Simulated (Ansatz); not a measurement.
**wB97M-V/def2-SVP run of C2H5BO (SMILES B1CCO1)**

What is the vertical ionisation energy of C2H5BO at wB97M-V/def2-SVP? 

The calculation is run with Ansatz 0.2.0.

68 further runs of the same task are left out: 68 set aside as unsound or not needed.

## Step 1: The molecule

C2H5BO: 9 atoms, total charge 0, spin state singlet. SMILES: `B1CCO1`. Geometry: relaxed at PBE0-D4/def2-TZVP.

Bond lengths: B1–C2 1.580 Å, C2–C3 1.533 Å, B1–O4 1.364 Å, C3–O4 1.455 Å, B1–H5 1.195 Å, C2–H6 1.091 Å, C2–H7 1.091 Å, C3–H8 1.092 Å, C3–H9 1.092 Å. Some angles: B1–C2–C3 80.2°, C2–B1–O4 95.4°, C2–C3–O4 93.7°, B1–O4–C3 90.7°, B1–C2–H6 117.4°, B1–C2–H7 117.4°, C3–C2–H6 115.4°, C3–C2–H7 115.4°, C2–B1–H5 139.9°, O4–B1–H5 124.7°.

## Step 2: A single-point energy at wB97M-V/def2-SVP

Input file input.yaml:

```yaml
crystal:
  periodic: [false, false, false]
  atoms:
    - {symbol: B, position_ang: [-0.402600, 0.301700, -1.082000]}
    - {symbol: C, position_ang: [0.506000, 0.617000, 0.171000]}
    - {symbol: C, position_ang: [-0.098600, -0.719600, 0.617700]}
    - {symbol: O, position_ang: [-0.884800, -0.878500, -0.596200]}
    - {symbol: H, position_ang: [-0.697000, 0.772800, -2.139500]}
    - {symbol: H, position_ang: [0.236300, 1.479000, 0.782200]}
    - {symbol: H, position_ang: [1.586200, 0.614100, 0.021000]}
    - {symbol: H, position_ang: [-0.757600, -0.681300, 1.487200]}
    - {symbol: H, position_ang: [0.600600, -1.551500, 0.721500]}
basis:
  gaussian:
    orbitals: def2-SVP
accuracy: high
output:
  orbitals: {seedname: orbitals}
hamiltonian:
  xc: {name: wB97M-V}
```

The run is started by

```console
$ ansatz run input.yaml --threads 1 --pin off --max-ram 3480MiB --events-out events.jsonl --progress --plain --runs-dir runs
```

The log of the run:

```text
Warning: RAYON_NUM_THREADS=1 ignored (pool sized by the plan → 1); use --threads N
Functional definition: wB97M-V
  name "wB97M-V"
  parameter omega = 0.3/bohr
  parameter cx = 0.15
  parameter cx01 = 1.007
  parameter cx10 = 0.259
  parameter css00 = 0.443
  parameter css04 = -1.437
  parameter css10 = -4.535
  parameter css20 = -3.390
  parameter css43 = 4.278
  parameter cos00 = 1.000
  parameter cos10 = 1.358
  parameter cos20 = 2.924
  parameter cos21 = -8.812
  parameter cos60 = -1.390
  parameter cos61 = 9.142
  parameter b = 6.0
  parameter c = 0.01
  gx(w, u) = 1 - cx + cx01*u + cx10*w
  gss(w, u) = css00 + css04*u^4 + css10*w + css20*w^2 + css43*w^4*u^3
  gos(w, u) = cos00 + cos10*w + (cos20 + cos21*u)*w^2 + (cos60 + cos61*u)*w^6
  exchange = spin_sum(e_x_unif_sr(omega)*gx(b97_w, b97_u_x)) + cx*exact_x_sr(omega) + exact_x_lr(omega)
  correlation = spin_sum(e_c_pw_mod_same_spin*gss(b97_w, b97_u_same))
      + integral(e_c_pw_mod_opposite_spin*gos(b97_w_opposite, b97_u_opposite)) + vv10(b, c)
1978 factors; integrals over basis functions are off by at most 3.5e-9 eV
326 factors; integrals over basis functions are off by at most 2.4e-9 eV
mean field evaluation 1: about -4869.8640 eV, gradient 3.9e1 eV
mean field evaluation 2: about -4870.4840 eV, gradient 3.9e1 eV
mean field evaluation 4: about -4873.1754 eV, gradient 1.9e0 eV
mean field evaluation 8: about -4873.1896 eV, gradient 6.0e-2 eV
mean field evaluation 16: about -4873.1896 eV, gradient 1.9e-5 eV
mean field -4873.18962997 eV, -179.0864157349 hartree, gradient 3.2e-8 eV, S^2 0.000000; 0 other end points of the search recorded, 0 dependent functions left out
reference -4873.18963411 eV, -179.0864158870 hartree; 15, 15 occupied and 66, 66 virtual orbitals, 1978 factors
Total energy: -4873.18963411 eV, -179.0864158870 hartree
```

It took 45 s on 1 thread of Arm Neoverse V2, shared host; peak memory 0.47 GiB.

## Step 3: The doublet cation, same level

Input file molecule.yaml:

```yaml
crystal:
  periodic: [false, false, false]
  atoms:
    - symbol: B
      position_ang: [-0.402600, 0.301700, -1.082000]
    - symbol: C
      position_ang: [0.506000, 0.617000, 0.171000]
    - symbol: C
      position_ang: [-0.098600, -0.719600, 0.617700]
    - symbol: O
      position_ang: [-0.884800, -0.878500, -0.596200]
    - symbol: H
      position_ang: [-0.697000, 0.772800, -2.139500]
    - symbol: H
      position_ang: [0.236300, 1.479000, 0.782200]
    - symbol: H
      position_ang: [1.586200, 0.614100, 0.021000]
    - symbol: H
      position_ang: [-0.757600, -0.681300, 1.487200]
    - symbol: H
      position_ang: [0.600600, -1.551500, 0.721500]
basis:
  gaussian: {orbitals: def2-SVP}
output: {orbitals: {seedname: orbitals}}
total_charge: 1
accuracy: high
magnetization: {spin_polarized: true, initial_magnetization: 1}
hamiltonian: {xc: {name: wB97M-V}}
```

The run is started by

```console
$ ansatz run molecule.yaml --threads 1 --pin off --max-ram 3480MiB --events-out events.jsonl --progress --plain --runs-dir runs
```

The log of the run:

```text
Warning: RAYON_NUM_THREADS=1 ignored (pool sized by the plan → 1); use --threads N
[... 19 set-up lines as earlier in the session ...]
  gx(w, u) = 1 - cx + cx01*u + cx10*w
  gss(w, u) = css00 + css04*u^4 + css10*w + css20*w^2 + css43*w^4*u^3
  gos(w, u) = cos00 + cos10*w + (cos20 + cos21*u)*w^2 + (cos60 + cos61*u)*w^6
[... 2 set-up lines as earlier in the session ...]
      + integral(e_c_pw_mod_opposite_spin*gos(b97_w_opposite, b97_u_opposite)) + vv10(b, c)
1976 factors; integrals over basis functions are off by at most 3.5e-9 eV
326 factors; integrals over basis functions are off by at most 2.4e-9 eV
mean field evaluation 1: about -4853.8547 eV, gradient 4.4e1 eV
mean field evaluation 2: about -4847.8860 eV, gradient 6.2e1 eV
mean field evaluation 4: about -4862.1033 eV, gradient 2.4e0 eV
mean field evaluation 8: about -4862.2891 eV, gradient 2.9e-1 eV
mean field evaluation 16: about -4862.2934 eV, gradient 3.2e-2 eV
mean field evaluation 32: about -4862.2936 eV, gradient 5.0e-6 eV
mean field -4862.29359775 eV, -178.6859939364 hartree, gradient 6.6e-8 eV, S^2 0.753817; 4 other end points of the search recorded, 0 dependent functions left out
reference -4862.29360173 eV, -178.6859940825 hartree; 15, 14 occupied and 66, 67 virtual orbitals, 1976 factors
Total energy: -4862.29360173 eV, -178.6859940825 hartree
```

Wall time 2.1 min (1 thread of Arm Neoverse V2, shared host); peak memory 0.85 GiB.

## Step 4: Summary of results

Level: wB97M-V/def2-SVP.

| quantity | value |
| --- | --- |
| singlet C2H5BO: total energy | -179.08642 Eh |
| singlet C2H5BO: HOMO energy | -10.60 eV |
| singlet C2H5BO: LUMO energy | 2.20 eV |
| singlet C2H5BO: HOMO–LUMO gap | 12.80 eV |
| doublet cation: total energy | -178.68599 Eh |
| doublet cation: HOMO energy (highest over α and β) | -18.31 eV |
| doublet cation: LUMO energy (lowest over α and β) | -11.21 eV |
| doublet cation: ⟨S²⟩ | 0.754 |
| vertical ionisation energy (to the doublet cation) | 10.896 eV |

The vertical ionisation energy comes to 10.90 eV (1051 kJ/mol). The negative HOMO energy of the first species, 10.60 eV, lies 0.29 eV below that difference.
